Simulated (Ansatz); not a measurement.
# H2OSZn: the cost of one run

Program: Ansatz 0.2.0, Gaussian basis. Level of theory: PBE0-D4/def2-TZVP structures, single points in def2-TZVPP, no counterpoise correction. These are calculated values, not measurements.

Levels: SPW92, PBE-D4, BLYP-D4, r2SCAN-D4, B97M-V, PBE0-D4, B3LYP-D4, r2SCAN0-D4, BHLYP-D4, CAM-B3LYP-D4, wB97X-V, wB97M-V, B2PLYP, PBE-QIDH, RPA on PBE, Hartree-Fock, MP2, CCSD, CCSD(T).

Correlated methods freeze the cores. The 3s and 3p shells of Cu and Zn are frozen; filled d shells are correlated. B3LYP uses VWN-RPA correlation. B2PLYP carries no dispersion term here.

94 further runs of the same task are left out: 94 set aside as unsound or not needed. Runs told in other sessions of the task aren't counted.

## Step 1: The system as given

The complex: 8 atoms, charge 0, spin multiplicity 1.

Atoms are counted from 1 here; the program's logs count them from 0.

Bond lengths: Zn1–S2 2.169 Å, Zn1–O3 1.822 Å, Zn1–O5 2.208 Å, S2–H6 1.344 Å, O3–H7 0.956 Å, H4–O5 0.961 Å, O5–H8 0.976 Å. Angles: S2–Zn1–O3 164.3°, S2–Zn1–O5 117.5°, O3–Zn1–O5 78.1°, Zn1–S2–H6 92.8°, Zn1–O3–H7 120.3°, Zn1–O5–H4 121.4°, Zn1–O5–H8 85.6°, H4–O5–H8 107.6°.

Geometry (Å):

```csv
atom,x (Å),y (Å),z (Å)
Zn1,0.4967,0.0922,-0.5967
S2,2.6331,0.2524,-0.2549
O3,-1.1666,0.1118,-1.3390
H4,-0.9197,0.3493,1.8398
O5,-0.7873,-0.3099,1.1535
H6,2.5480,-0.3215,0.9574
H7,-1.2714,0.0648,-2.2880
H8,-1.5327,-0.2392,0.5280
```

Its parts: H2OSZn holds atoms 1, 2, 3, 6, 7; H2O holds atoms 4, 5, 8. Each part counts its atoms afresh in its own runs.

## Step 2: Relaxing H2OSZn alone

relax-a/in.yaml reads:

```yaml
crystal:
  periodic: [false, false, false]
  atoms:
    - {symbol: Zn, position_ang: [0.496701, 0.092227, -0.596652]}
    - {symbol: S, position_ang: [2.633095, 0.252368, -0.254875]}
    - {symbol: O, position_ang: [-1.166633, 0.111813, -1.339006]}
    - {symbol: H, position_ang: [2.547998, -0.321549, 0.957370]}
    - {symbol: H, position_ang: [-1.271377, 0.064795, -2.287994]}
basis:
  gaussian: {orbitals: def2-TZVP}
hamiltonian: {xc: pbe0, dispersion: d4}
relax: {f_tol: 0.005, max_steps: 200}
```

The run is started by

```
$ ansatz run in.yaml --threads 8 --pin off --events-out ev --progress --plain --max-ram 19148MiB
```

**Question.** How long does this run take on 8 threads of Arm Neoverse V1, shared host?

About 12 s.
